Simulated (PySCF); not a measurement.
# C₆H₉BO₃: geometry, NMR shifts and electronic excitations

Aim: predict the NMR shifts and electronic excitations of C₆H₉BO₃ (`COB(OC)c1ccoc1`).

The runs use PySCF 2.14.0, with density-fitted response routines of our own; the level of theory stands in each step. All values are computed, except where a source is named. Atoms count from 0, in the outputs and in this text.

## 1. The molecule as given

19 atoms, charge 0, multiplicity 1; geometry from: GFN2-xTB.

Bonds of the start (Å): C0–O1 1.40, O1–B2 1.36, B2–O3 1.35, O3–C4 1.41, B2–C5 1.58, C5–C6 1.43, C6–C7 1.36, C7–O8 1.34, O8–C9 1.34, C9–C5 1.37, C0–H10 1.09, C0–H11 1.09, C0–H12 1.09, C4–H13 1.09, C4–H14 1.09, C4–H15 1.09, C6–H16 1.07, C7–H17 1.07, C9–H18 1.07.

## 2. Geometry optimisation at PBE0-D3(BJ)/def2-SVP

The job: settings as JSON, then the geometry in Å.

```
{"job": {"xc": "PBE0", "basis": "def2-SVP", "d3": "d3bj", "grid": 1, "kind": "geom"}, "charge": 0, "multiplicity": 1}
C     -1.623021    -1.653634    -0.063132
O     -1.594670    -0.267106     0.160962
B     -0.454936     0.475319     0.197111
O     -0.548415     1.804873     0.405579
C     -1.785238     2.457440     0.595199
C      0.988663    -0.123464    -0.023415
C      1.709452    -0.198243    -1.253993
C      2.898309    -0.793626    -0.976547
O      2.979091    -1.097578     0.328522
C      1.826878    -0.692679     0.891341
H     -1.653905    -2.180394     0.894615
H     -0.747450    -1.990934    -0.623124
H     -2.528890    -1.883827    -0.627039
H     -2.538952     2.073935    -0.094840
H     -2.137174     2.306466     1.618458
H     -1.622814     3.521299     0.419302
H      1.371036     0.152901    -2.207213
H      3.735957    -1.049450    -1.594962
H      1.716276    -0.852046     1.945712
```

Output:

```text
step   0  E = -483.74649491  max force = 0.012385
step   1  E = -483.74837101  max force = 0.002604
step   2  E = -483.74853694  max force = 0.001563
step   3  E = -483.74904216  max force = 0.008754
step   4  E = -483.74989555  max force = 0.015326
step   5  E = -483.75107676  max force = 0.012241
step   6  E = -483.75189592  max force = 0.011492
step   7  E = -483.75273158  max force = 0.004289
step   8  E = -483.75284036  max force = 0.003301
step   9  E = -483.75304934  max force = 0.001503
step  10  E = -483.75316707  max force = 0.002037
step  11  E = -483.75333339  max force = 0.002031
step  12  E = -483.75363674  max force = 0.002327
step  13  E = -483.75380426  max force = 0.002804
step  14  E = -483.75387277  max force = 0.001523
step  15  E = -483.75390301  max force = 0.000826
step  16  E = -483.75391223  max force = 0.000766
step  17  E = -483.75391681  max force = 0.000294
optimisation converged
```

It took 4.4 min on 1 thread, shared host.

The steps of the relaxation:

```tsv
step	energy from step 0 (eV)	largest force component (eV/Å)
0	0.0000	0.6369
1	-0.0511	0.1339
2	-0.0556	0.0804
3	-0.0693	0.4501
4	-0.0925	0.7881
5	-0.1247	0.6295
6	-0.1470	0.5909
7	-0.1697	0.2205
8	-0.1727	0.1697
9	-0.1784	0.0773
10	-0.1816	0.1047
11	-0.1861	0.1044
12	-0.1943	0.1197
13	-0.1989	0.1442
14	-0.2008	0.0783
15	-0.2016	0.0425
16	-0.2018	0.0394
17	-0.2020	0.0151
```

Close pairs (by a distance rule), those that changed most:

```tsv
bond	before (Å)	after (Å)	change (Å)
B2–C5	1.578	1.559	-0.020
C6–H16	1.071	1.087	+0.017
C7–H17	1.072	1.087	+0.015
C5–C6	1.428	1.442	+0.014
C9–H18	1.072	1.086	+0.014
B2–O3	1.349	1.360	+0.011
C0–H11	1.093	1.104	+0.011
C7–O8	1.342	1.353	+0.011
```

The next job starts from the end point, and lists it.

```tsv
at the end point	value
point group (found at 0.08 Å tolerance)	C1
rotational constants (GHz, main isotopes)	2.276, 0.918, 0.660
dipole moment (D)	1.26
```

## 3. Shielding tensors: PBE0/pcSseg-1

The job: settings as JSON, then the geometry in Å.

```
{"job": {"kind": "nmr", "xc": "PBE0", "basis": "pcSseg-1"}, "charge": 0, "multiplicity": 1}
C     -1.498431    -1.739368     0.826793
O     -1.527119    -0.362301     0.592634
B     -0.481068     0.361159     0.102265
O     -0.673264     1.695796    -0.075822
C     -1.902797     2.301105     0.223984
C      0.928810    -0.181588    -0.281263
C      2.004447     0.647654    -0.766924
C      3.062335    -0.171956    -0.997341
O      2.735709    -1.449687    -0.694381
C      1.462206    -1.446609    -0.268374
H     -0.713799    -2.016052     1.551555
H     -1.333682    -2.309618    -0.103784
H     -2.470232    -2.042038     1.243066
H     -2.741179     1.798361    -0.285029
H     -2.109199     2.282591     1.307099
H     -1.860372     3.348386    -0.108139
H      1.959310     1.723933    -0.915364
H      4.074480    -0.011684    -1.359713
H      1.067973    -2.420469     0.007880
```

Method: GIAO PBE0/pcSseg-1 NMR shielding, non-relativistic, gas phase.

Output:

```text
coarse grid: 16440 points
cycle   1  E = -483.8180335282  dE =  1.726e+00  |g| = 8.377e-01  |ddm| = 3.892e+00
cycle   2  E = -483.6815556713  dE =  1.365e-01  |g| = 1.205e+00  |ddm| = 1.476e+00
cycle   3  E = -483.9496424299  dE = -2.681e-01  |g| = 1.010e-01  |ddm| = 9.451e-01
cycle   4  E = -483.9511927021  dE = -1.550e-03  |g| = 5.873e-02  |ddm| = 1.155e-01
cycle   5  E = -483.9518414643  dE = -6.488e-04  |g| = 1.848e-02  |ddm| = 5.240e-02
cycle   6  E = -483.9519056660  dE = -6.420e-05  |g| = 6.415e-03  |ddm| = 1.839e-02
cycle   7  E = -483.9519146890  dE = -9.023e-06  |g| = 1.624e-03  |ddm| = 5.940e-03
final grid: 160432 points
cycle   8  E = -484.0402271798  dE = -3.777e-05  |g| = 1.612e-02  |ddm| = 3.722e-02
cycle   9  E = -484.0401505868  dE =  7.659e-05  |g| = 2.593e-02  |ddm| = 2.458e-02
cycle  10  E = -484.0402741969  dE = -1.236e-04  |g| = 2.977e-03  |ddm| = 1.652e-02
cycle  11  E = -484.0402761483  dE = -1.951e-06  |g| = 4.898e-04  |ddm| = 2.413e-03
cycle  12  E = -484.0402761935  dE = -4.518e-08  |g| = 1.959e-04  |ddm| = 5.806e-04
cycle  13  E = -484.0402762018  dE = -8.355e-09  |g| = 4.884e-05  |ddm| = 1.859e-04
cycle  14  E = -484.0402762023  dE = -4.458e-10  |g| = 1.924e-05  |ddm| = 5.139e-05
converged SCF energy = -484.0402762023

GIAO shielding tensors (ppm)
atom      isotropic    diamagn.    paramagn.     s11        s22        s33       span
  0 C      130.107     245.053    -114.946    105.444    106.150    178.728     73.284
  1 O      231.773     396.093    -164.319     82.772    271.097    341.451    258.679
  2 B       75.320     197.982    -122.662     66.187     73.110     86.663     20.476
  3 O      235.428     397.864    -162.435    108.700    262.344    335.241    226.541
  4 C      132.707     241.195    -108.488    107.092    111.067    179.962     72.870
  5 C       64.523     255.612    -191.089    -12.518     42.560    163.527    176.044
  6 C       61.980     251.405    -189.426    -28.876     59.853    154.962    183.838
  7 C       38.606     256.308    -217.702    -41.890     50.076    107.632    149.522
  8 O       17.968     399.247    -381.278   -121.498    -63.507    238.911    360.408
  9 C       31.745     256.765    -225.020    -46.832     36.781    105.286    152.117
 10 H       27.392      30.952      -3.560     23.604     25.937     32.634      9.029
 11 H       27.409      30.870      -3.461     23.678     25.746     32.802      9.124
 12 H       27.321      27.963      -0.642     22.758     25.937     33.269     10.512
 13 H       27.498      28.637      -1.139     23.383     25.930     33.182      9.799
 14 H       27.642      28.385      -0.743     23.829     25.392     33.704      9.874
 15 H       27.662      27.271       0.391     23.121     26.081     33.784     10.663
 16 H       24.290      32.037      -7.747     21.090     24.306     27.473      6.383
 17 H       23.871      29.294      -5.422     20.919     24.980     25.716      4.797
 18 H       23.594      33.107      -9.513     19.427     23.799     27.555      8.128
```

It took 37 s on 1 thread, shared host.

Shifts follow as δ = σ(reference) − σ, with reference shieldings (ppm) from runs at the same level and on the same kind of geometry: ¹H TMS 31.27, ¹³C TMS 184.4, ¹⁷O H2O 334.6, ¹¹B BF3·OEt2 100.7. The references are single molecules in the gas phase, so shifts against H2O, NH3, PH3, H3PO4 or CFCl3 are not on the usual liquid scales and can be off by tens of ppm. Atoms listed in one row are averaged.

```tsv
atoms	environment	σ (ppm)	δ (ppm)	δ scaled to CDCl3
C9	aromatic CH next to the ring oxygen	31.7	152.7	147.7
C7	aromatic CH next to the ring oxygen	38.6	145.8	141.1
C6	aromatic CH	62.0	122.4	118.4
C5	substituted aromatic carbon	64.5	119.9	115.9
C0, C4	methyl carbon bonded to O	131.4	53.0	51.0
H18	hydrogen on an aromatic CH next to the ring oxygen	23.59	7.67	7.49
H17	hydrogen on an aromatic CH next to the ring oxygen	23.87	7.40	7.23
H16	hydrogen on an aromatic CH	24.29	6.98	6.83
H10, H11, H12, H13, H14, H15	hydrogen on a methyl carbon bonded to O	27.49	3.78	3.80
O8	aromatic ring oxygen	18.0	316.6	–
O1, O3	oxygen bonded to C, B	233.6	101.0	–
B2	boron bonded to C, 2 O	75.3	25.4	–
```

The scaled column applies a straight-line fit of computed shieldings to shifts measured in CDCl3 (root-mean-square error 0.21 ppm for H, 2.0 ppm for C).

Charges from the same density, by scheme (e):

```tsv
atoms	Mulliken	IAO	Hirshfeld	ESP fit
C0, C4	-0.02	-0.19	-0.03	-0.14
O1, O3	-0.51	-0.40	-0.17	-0.37
B2	0.68	0.47	0.23	0.69
C5	-0.35	-0.22	-0.12	-0.28
C6	-0.19	-0.19	-0.08	-0.36
C7	0.16	0.00	0.00	0.09
O8	-0.36	-0.23	-0.07	-0.22
C9	0.17	0.03	0.01	0.09
```

Mayer bond orders: C0–O1 0.90, O1–B2 1.14, B2–O3 1.19, O3–C4 0.90, B2–C5 0.89, C5–C6 1.26, C6–C7 1.61, C7–O8 1.06, O8–C9 1.09, C9–C5 1.58.

Ring of atoms C5, C6, C7, O8, C9: NICS(0) -11.8, NICS(1) -10.5, NICS(1)zz -26.9 ppm (means of both faces).

## 4. TDDFT and polarisability: CAM-B3LYP/def2-SVPD

The job, as its differences from that of step 3:

```diff
@@ -1,2 +1,2 @@
-{"job": {"kind": "nmr", "xc": "PBE0", "basis": "pcSseg-1"}, "charge": 0, "multiplicity": 1}
+{"job": {"kind": "uv", "xc": "CAM-B3LYP", "basis": "def2-SVPD", "ip": true}, "charge": 0, "multiplicity": 1}
 C     -1.498431    -1.739368     0.826793
```

Method: TDDFT CAM-B3LYP/def2-SVPD, vertical, gas phase, core orbitals frozen in the response.

Output:

```text
coarse grid: 16440 points
cycle   1  E = -483.8418170092  dE =  1.916e+00  |g| = 8.661e-01  |ddm| = 9.860e+00
cycle   2  E = -483.7808301343  dE =  6.099e-02  |g| = 1.084e+00  |ddm| = 2.941e+00
cycle   3  E = -483.9916676674  dE = -2.108e-01  |g| = 6.175e-02  |ddm| = 1.634e+00
cycle   4  E = -483.9923242569  dE = -6.566e-04  |g| = 3.455e-02  |ddm| = 2.272e-01
cycle   5  E = -483.9925861429  dE = -2.619e-04  |g| = 1.106e-02  |ddm| = 7.354e-02
cycle   6  E = -483.9926136676  dE = -2.752e-05  |g| = 3.336e-03  |ddm| = 3.272e-02
cycle   7  E = -483.9926162123  dE = -2.545e-06  |g| = 1.001e-03  |ddm| = 6.805e-03
final grid: 160432 points
cycle   8  E = -484.0998654421  dE = -5.692e-05  |g| = 3.819e-03  |ddm| = 2.086e-01
cycle   9  E = -484.0998666138  dE = -1.172e-06  |g| = 3.415e-03  |ddm| = 2.223e-02
cycle  10  E = -484.0998691943  dE = -2.581e-06  |g| = 4.120e-04  |ddm| = 6.886e-03
cycle  11  E = -484.0998692170  dE = -2.268e-08  |g| = 2.790e-04  |ddm| = 1.203e-03
cycle  12  E = -484.0998692322  dE = -1.522e-08  |g| = 2.097e-05  |ddm| = 5.678e-04
cycle  13  E = -484.0998692324  dE = -1.534e-10  |g| = 9.317e-06  |ddm| = 1.007e-04
converged SCF energy = -484.0998692324

Static polarisability (au): isotropic 92.666, principal 64.131 100.793 113.075

Singlet excitations
state   eV       nm        f      main configurations
  1   5.9441    208.6   0.08200   H->L 0.94
  2   6.4596    191.9   0.00064   H->L+1 0.73, H->L+4 0.19
  3   6.6031    187.8   0.02971   H->L+3 0.57, H-1->L 0.34
  4   7.1792    172.7   0.60001   H-1->L 0.54, H->L+3 0.33
  5   7.2064    172.0   0.01935   H->L+4 0.36, H->L+2 0.19, H->L+5 0.19
  6   7.2439    171.2   0.02444   H->L+2 0.55, H->L+4 0.19, H->L+6 0.11
  7   7.6719    161.6   0.00163   H-3->L 0.44, H-1->L+1 0.23
  8   7.6839    161.4   0.00826   H-1->L+1 0.34, H-3->L 0.30, H-2->L+1 0.12
  9   7.7416    160.2   0.07408   H-2->L 0.80, H-2->L+3 0.08
 10   7.8261    158.4   0.00587   H->L+7 0.52

Triplet excitations (Tamm-Dancoff, eV): 3.9452 4.9887 5.9021 6.3928
Vertical ionisation energy (delta-SCF) = 8.7665 eV
```

Wall time 3.4 min (1 thread, shared host).

The orbitals next to the gap, with their largest atomic shares:

```tsv
orbital	eV	atoms
HOMO−3	-10.37	O1 32 %, O3 14 %, B2 9 %
HOMO−2	-9.80	O1 32 %, O3 26 %, C0 8 %
HOMO−1	-9.26	C6 23 %, C5 21 %, O8 20 %
HOMO	-8.02	C7 27 %, C9 26 %, C6 16 %
LUMO	0.87	C9 26 %, C5 18 %, O8 15 %
LUMO+1	0.97	B2 40 %, C0 10 %, C4 6 %
LUMO+2	1.55	C0 13 %, C4 11 %, H18 11 %
```

With each of the 10 states as a Gaussian band of 0.4 eV half-width at 1/e, the curve within the window shown has maxima at 208 nm (ε 3,400), 173 nm (ε 27,000) L/(mol cm). Beyond the last state computed it falls off for lack of states. The curve at chosen wavelengths:

nm, ε (L/mol/cm) and a bar:
```
      153       1544 #
      156       3165 ###
      159       5572 ######
      162       9310 ##########
      166      16990 ###################
      169      23111 ##########################
      172      26542 ##############################
      175      25559 #############################
      178      20874 ########################
      181      14787 #################
      185       7963 #########
      188       4803 #####
      191       3119 ###
      194       2447 ##
      197       2394 ##
      200       2672 ###
      204       3164 ###
      207       3389 ###
      210       3372 ###
      213       3103 ###
      216       2646 ###
      219       2099 ##
      223       1389 #
      226        949 #
      229        613 
      232        377
```

Further results of this job:

```tsv
property	computed
dipole moment (D)	1.20
polarisability (Å³)	13.73
HOMO–LUMO gap (eV)	8.89
−ε(HOMO) (eV)	8.02
```

## 5. Nuclear shieldings: KT3/pcSseg-1

The job, as its differences from that of step 4:

```diff
@@ -1,2 +1,2 @@
-{"job": {"kind": "uv", "xc": "CAM-B3LYP", "basis": "def2-SVPD", "ip": true}, "charge": 0, "multiplicity": 1}
+{"job": {"kind": "nmr", "xc": "KT3", "basis": "pcSseg-1", "pop": false}, "charge": 0, "multiplicity": 1}
 C     -1.498431    -1.739368     0.826793
```

With the program's defaults for keys left out, this is: GIAO KT3/pcSseg-1 NMR shielding, non-relativistic, gas phase.

Output:

```text
coarse grid: 16440 points
cycle   1  E = -491.5164820752  dE =  1.501e+00  |g| = 1.057e+00  |ddm| = 3.956e+00
cycle   2  E = -490.9519032451  dE =  5.646e-01  |g| = 1.946e+00  |ddm| = 2.755e+00
cycle   3  E = -491.7238291691  dE = -7.719e-01  |g| = 2.335e-01  |ddm| = 2.119e+00
cycle   4  E = -491.7333638561  dE = -9.535e-03  |g| = 1.323e-01  |ddm| = 3.049e-01
cycle   5  E = -491.7364978460  dE = -3.134e-03  |g| = 5.994e-02  |ddm| = 1.389e-01
cycle   6  E = -491.7372736893  dE = -7.758e-04  |g| = 1.747e-02  |ddm| = 6.342e-02
cycle   7  E = -491.7373384917  dE = -6.480e-05  |g| = 7.470e-03  |ddm| = 2.005e-02
cycle   8  E = -491.7373522548  dE = -1.376e-05  |g| = 1.384e-03  |ddm| = 6.904e-03
cycle   9  E = -491.7373525862  dE = -3.314e-07  |g| = 7.671e-04  |ddm| = 1.715e-03
final grid: 160432 points
cycle  10  E = -491.8385441455  dE = -2.646e-04  |g| = 2.492e-02  |ddm| = 7.932e-02
cycle  11  E = -491.8381969346  dE =  3.472e-04  |g| = 4.992e-02  |ddm| = 4.512e-02
cycle  12  E = -491.8386387877  dE = -4.419e-04  |g| = 6.376e-03  |ddm| = 3.350e-02
cycle  13  E = -491.8386485057  dE = -9.718e-06  |g| = 1.473e-03  |ddm| = 6.566e-03
cycle  14  E = -491.8386489629  dE = -4.572e-07  |g| = 4.745e-04  |ddm| = 1.593e-03
cycle  15  E = -491.8386490173  dE = -5.440e-08  |g| = 1.581e-04  |ddm| = 5.666e-04
cycle  16  E = -491.8386490225  dE = -5.263e-09  |g| = 6.667e-05  |ddm| = 1.875e-04
cycle  17  E = -491.8386490237  dE = -1.126e-09  |g| = 1.024e-05  |ddm| = 6.167e-05
cycle  18  E = -491.8386490237  dE = -2.183e-11  |g| = 4.169e-06  |ddm| = 1.071e-05
converged SCF energy = -491.8386490237

GIAO shielding tensors (ppm)
atom      isotropic    diamagn.    paramagn.     s11        s22        s33       span
  0 C      127.978     245.034    -117.056    102.854    104.223    176.858     74.004
  1 O      221.789     396.363    -174.574     83.359    258.339    323.668    240.309
  2 B       78.665     200.196    -121.531     69.981     79.235     86.780     16.799
  3 O      226.166     398.253    -172.087    108.840    250.670    318.988    210.147
  4 C      130.800     241.190    -110.390    105.275    108.890    178.234     72.958
  5 C       73.305     255.467    -182.161      6.315     51.973    161.629    155.314
  6 C       71.308     249.920    -178.613     -9.437     70.368    152.992    162.429
  7 C       48.505     255.288    -206.783    -21.386     58.985    107.915    129.301
  8 O       26.141     398.342    -372.201   -105.410    -46.392    230.225    335.635
  9 C       42.612     256.410    -213.798    -24.811     47.265    105.382    130.193
 10 H       27.400      31.286      -3.886     23.681     25.976     32.543      8.862
 11 H       27.417      31.196      -3.778     23.744     25.802     32.706      8.963
 12 H       27.456      27.994      -0.538     23.128     26.094     33.145     10.017
 13 H       27.487      28.873      -1.386     23.496     25.864     33.100      9.603
 14 H       27.638      28.598      -0.961     23.940     25.399     33.574      9.634
 15 H       27.772      27.384       0.388     23.490     26.213     33.614     10.123
 16 H       24.583      33.025      -8.443     21.494     24.773     27.482      5.988
 17 H       24.031      29.739      -5.708     21.316     24.949     25.827      4.511
 18 H       23.740      33.909     -10.169     19.796     24.082     27.341      7.545
```

It took 50 s on 1 thread, shared host.

This run: δ C9 139.7, C7 133.8, C6 111.0, C5 109.0, H18 7.58, H17 7.29 ppm.

## 6. Side by side: NMR shifts

Shifts (ppm) of some atoms, chosen among heavy atoms and hydrogens apart, with basis size and wall time:

```tsv
run	C9	C7	C6	C5	H17	H16	O8	functions	time
PBE0/pcSseg-1	152.7	145.8	122.4	119.9	7.40	6.98	316.6	215	37 s
KT3/pcSseg-1	139.7	133.8	111.0	109.0	7.29	6.74	302.9	215	50 s
```

## 7. Results

| quantity | value |
| --- | --- |
| point group | C1 |
| rotational constants (main isotopes) | 2.28, 0.92, 0.66 GHz |
| ¹³C shifts against TMS (PBE0/pcSseg-1, means over atoms taken as alike) | 152.7, 145.8, 122.4, 119.9, 53.0 ppm |
| ¹H shifts against TMS (PBE0/pcSseg-1, means over atoms taken as alike) | 7.67, 7.40, 6.98, 3.78 ppm |
| ¹⁷O shifts against H2O (PBE0/pcSseg-1, means over atoms taken as alike) | 316.6, 101.0 ppm |
| ¹¹B shifts against BF3·OEt2 (PBE0/pcSseg-1) | 25.4 ppm |
| lowest singlet (CAM-B3LYP/def2-SVPD) | 5.94 eV (209 nm), f = 0.082 |
| brightest single state of those computed | state 4, 7.18 eV, f = 0.600 |
| lowest triplet | 3.95 eV |
| vertical ionisation energy (ΔSCF) | 8.77 eV |
| range of the shift of O8 | 302.9 to 316.6 ppm |

**Reading.** The optimisation took 17 steps and gained 0.202 eV; among the close pairs (by a distance rule), B2–C5 changed most, from 1.578 to 1.559 Å. At PBE0/pcSseg-1: Shielding is most anisotropic at O8 (span 360 ppm, paramagnetic term -381 ppm). NICS(1)zz of -27 ppm above the planar ring from C5 marks a diatropic (aromatic) ring current. The lowest singlet, at 5.94 eV, is HOMO→LUMO 0.94 and is bright; of the 10 states computed, the strongest absorption comes from state 4 at 7.18 eV. The lowest triplet lies 2.00 eV below the lowest singlet (triplets in Tamm-Dancoff, singlets in full TDDFT). ΔSCF puts the ionisation energy at 8.77 eV, 0.75 eV above −ε(HOMO). In ppm, O8 moves most: its shift spreads over 13.7 ppm, from 302.9 (KT3/pcSseg-1) to 316.6 (PBE0/pcSseg-1). Part of that comes from the computed reference.
